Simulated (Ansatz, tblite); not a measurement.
# Si10H16 hole sphere (Si9GeH16): which spin state is lowest

Is the singlet the ground state of Si10H16 hole sphere (Si9GeH16)? Other spin states are computed and compared level by level.

The runs use Ansatz 0.2.0, Gaussian basis; as each input shows.

Levels to be run: triplet, at the geometry of the singlet (GFN2-xTB, PBE0-D4/def2-SVP, PBE-D4/def2-SVP); the singlet's energies come from earlier runs.

6 further runs of the same task are left out: 4 that didn't finish, 2 set aside as unsound or not needed. Runs told in other sessions of the task aren't counted.

### Step 1. The geometry

The singlet was relaxed beforehand with r2SCAN-D4/def2-SVP.

26 atoms, charge 0, spin multiplicity 1.

Bond lengths: Si1–Si5 2.352 Å, Si1–Si7 2.352 Å, Si1–Si8 2.349 Å, Si1–H11 1.501 Å, Si2–Si6 2.352 Å, Si2–Si7 2.352 Å, Si2–Si9 2.350 Å, Si2–H12 1.501 Å, Si3–Si5 2.352 Å, Si3–Si6 2.352 Å, Si3–Si10 2.349 Å, Si3–H13 1.501 Å, Ge4–Si8 2.389 Å, Ge4–Si9 2.389 Å, Ge4–Si10 2.389 Å, Ge4–H14 1.543 Å, Si5–H15 1.499 Å, Si5–H16 1.499 Å and more. Angles: Si5–Si1–Si7 109.2°, Si5–Si1–Si8 109.4°, Si5–Si1–H11 109.4°, Si7–Si1–Si8 109.5°, Si7–Si1–H11 109.4°, Si8–Si1–H11 109.9°, Si6–Si2–Si7 109.2°, Si6–Si2–Si9 109.5°, Si6–Si2–H12 109.4°, Si7–Si2–Si9 109.4°, Si7–Si2–H12 109.4°, Si9–Si2–H12 109.9°, Si5–Si3–Si6 109.3°, Si5–Si3–Si10 109.5°, Si5–Si3–H13 109.4°, Si6–Si3–Si10 109.4°, Si6–Si3–H13 109.4°, Si10–Si3–H13 109.9° and more.

### Step 2. Triplet at the fixed geometry, GFN2-xTB

Tight binding, by tblite at 300 K electronic temperature and without a spin-polarisation term:

```python
tblite.interface.Calculator('GFN2-xTB', numbers, positions, charge=0, uhf=2).singlepoint()
```

Energy -691.6328 eV; 0.057 s.

### Step 3. Triplet at the fixed geometry, PBE0-D4/def2-SVP

Input file in.yaml:

```yaml
crystal:
  periodic: [false, false, false]
  atoms:
    - {symbol: Si, position_ang: [-1.362502, 1.363233, -1.365959]}
    - {symbol: Si, position_ang: [1.367419, -1.363854, -1.360367]}
    - {symbol: Si, position_ang: [-1.363940, -1.362951, 1.364907]}
    - {symbol: Ge, position_ang: [1.365554, 1.370197, 1.368365]}
    - {symbol: Si, position_ang: [-2.708500, 0.002590, 0.001160]}
    - {symbol: Si, position_ang: [0.005384, -2.708832, 0.006373]}
    - {symbol: Si, position_ang: [0.004657, -0.000860, -2.708466]}
    - {symbol: Si, position_ang: [-0.017790, 2.738969, -0.017195]}
    - {symbol: Si, position_ang: [2.738640, -0.011248, -0.014841]}
    - {symbol: Si, position_ang: [-0.016679, -0.014844, 2.738809]}
    - {symbol: H, position_ang: [-2.238494, 2.207902, -2.244252]}
    - {symbol: H, position_ang: [2.215122, -2.240536, -2.235041]}
    - {symbol: H, position_ang: [-2.240928, -2.239009, 2.210861]}
    - {symbol: H, position_ang: [2.255040, 2.262274, 2.259453]}
    - {symbol: H, position_ang: [-3.582665, -0.858739, -0.859033]}
    - {symbol: H, position_ang: [-3.589025, 0.860884, 0.857860]}
    - {symbol: H, position_ang: [-0.853083, -3.585106, -0.854534]}
    - {symbol: H, position_ang: [0.862499, -3.587255, 0.866404]}
    - {symbol: H, position_ang: [-0.856388, -0.863876, -3.580156]}
    - {symbol: H, position_ang: [0.861497, 0.854763, -3.591415]}
    - {symbol: H, position_ang: [0.839591, 3.616549, -0.876616]}
    - {symbol: H, position_ang: [-0.880839, 3.614961, 0.838180]}
    - {symbol: H, position_ang: [3.611540, 0.847626, -0.877573]}
    - {symbol: H, position_ang: [3.619373, -0.868170, 0.841797]}
    - {symbol: H, position_ang: [-0.877024, 0.840984, 3.616981]}
    - {symbol: H, position_ang: [0.841540, -0.875609, 3.614276]}
basis:
  gaussian: {orbitals: def2-SVP}
magnetization: {spin_polarized: true, initial_magnetization: 2}
hamiltonian: {xc: pbe0, dispersion: d4}
scf: {omitted_lower_state_checks: [starts]}
output: {orbitals: {seedname: orbitals}}
```

Run with:

```bash
$ ansatz run in.yaml --threads 4 --pin off --events-out ev --progress --plain --max-ram 6963MiB
```

The program printed:

```text
Functional definition: PBE0
  name "PBE0"
  cite "Adamo & Barone, J. Chem. Phys. 110, 6158 (1999) doi:10.1063/1.478522"
  cite "Perdew, Burke & Ernzerhof, Phys. Rev. Lett. 77, 3865 (1996) doi:10.1103/PhysRevLett.77.3865"
  parent pbe
  parameter a = 0.25
  parameter kappa = 0.804
  parameter beta = 0.06672455060314922
  exchange = (1 - a)*pbe_x(kappa = kappa, mu = beta*pi^2/3) + a*exact_x
  correlation = pbe_c(beta = beta)
these checks for a lower state are left out or cut short: starts
2656 factors; integrals over basis functions are off by at most 1.1e-3 eV
mean field evaluation 1: about -127606.6259 eV, gradient 1.6e1 eV
mean field evaluation 2: about -127600.6818 eV, gradient 3.0e1 eV
mean field evaluation 4: about -127608.1182 eV, gradient 3.8e0 eV
mean field evaluation 8: about -127608.3031 eV, gradient 7.4e-1 eV
mean field evaluation 16: about -127608.3455 eV, gradient 1.6e0 eV
mean field -127608.38020893 eV, -4689.5214766115 hartree, gradient 7.4e-6 eV, S^2 2.008660; 0 other end points of the search recorded, 0 dependent functions left out
reference -127608.38025735 eV, -4689.5214783908 hartree; 88, 86 occupied and 186, 188 virtual orbitals, 2656 factors
Total energy: -127609.63867644 eV, -4689.5677244395 hartree
Checks for a lower state left out: starts
```

Wall time 94 s (4 threads of Arm Neoverse V1, shared host); peak memory 2.2 GiB.

Report: HOMO -2.51 eV, LUMO -6.47 eV (over both spins; with the spin held, an empty level of the minority spin lies below the top filled one); ⟨S²⟩ 2.009 (pure: 2.00).

### Step 4. Triplet at the fixed geometry, PBE-D4/def2-SVP

start.molden holds the orbitals of an earlier run on this state, given as this run's starting guess.

in.yaml, as its differences from that of step 3:

```diff
@@ -30,5 +30,5 @@
 basis:
-  gaussian: {orbitals: def2-SVP}
+  gaussian: {orbitals: def2-SVP, initial_orbitals: start.molden}
 magnetization: {spin_polarized: true, initial_magnetization: 2}
-hamiltonian: {xc: pbe0, dispersion: d4}
+hamiltonian: {xc: pbe, dispersion: d4}
 scf: {omitted_lower_state_checks: [starts]}
```

Launched as before.

The program printed:

```text
Functional definition: PBE
  name "PBE"
  cite "Perdew, Burke & Ernzerhof, Phys. Rev. Lett. 77, 3865 (1996) doi:10.1103/PhysRevLett.77.3865"
  parent pbe
  parameter kappa = 0.804
  parameter beta = 0.06672455060314922
  exchange = pbe_x(kappa = kappa, mu = beta*pi^2/3)
  correlation = pbe_c(beta = beta)
these checks for a lower state are left out or cut short: starts
3043 factors; their error is unknown
mean field evaluation 1: about -127599.7238 eV, gradient 7.3e0 eV
mean field evaluation 2: about -127599.9973 eV, gradient 5.4e-1 eV
mean field evaluation 4: about -127600.1204 eV, gradient 1.1e-1 eV
mean field evaluation 8: about -127599.8113 eV, gradient 2.0e-2 eV
mean field evaluation 16: about -127599.8226 eV, gradient 1.8e-2 eV
mean field -127599.82264053 eV, -4689.2069917732 hartree, gradient 2.3e-6 eV, S^2 2.003177; 0 other end points of the search recorded, 0 dependent functions left out
reference -127599.82270549 eV, -4689.2069941607 hartree; 88, 86 occupied and 186, 188 virtual orbitals, 3043 factors
Total energy: -127601.22468118 eV, -4689.2585158168 hartree
Checks for a lower state left out: starts
```

It took 81 s on 4 threads of Arm Neoverse V1, shared host; peak memory 1.8 GiB.

From the report: HOMO -1.93 eV, LUMO -6.66 eV (over both spins; with the spin held, an empty level of the minority spin lies below the top filled one); ⟨S²⟩ 2.003 (pure: 2.00).

### Step 5. Triplet less singlet, vertical

The singlet's energies are those of its earlier runs, whose logs aren't repeated here.

| level | triplet less singlet, vertical (kJ/mol) | time |
| --- | --- | --- |
| GFN2-xTB | +306.3 | 0.093 s |
| PBE-D4/def2-SVP | +468.8 | 90 s |
| PBE0-D4/def2-SVP | +526.0 | 1.9 min |

Times add the two runs; a level without a time comes out of a correlated run. Tight binding without a spin term can't rank spin states.

### Step 6. What came out

| quantity | value |
| --- | --- |
| triplet less singlet, vertical, functionals in def2-SVP | +468.8 (PBE-D4) to +526.0 kJ/mol (PBE0-D4) |

**Reading.** All functionals put the triplet above the singlet, over a spread of 57.2 kJ/mol. The checks for a lower triplet were left out, so another state of that spin may lie lower. These are electronic energies, without zero-point motion, entropy or surroundings.
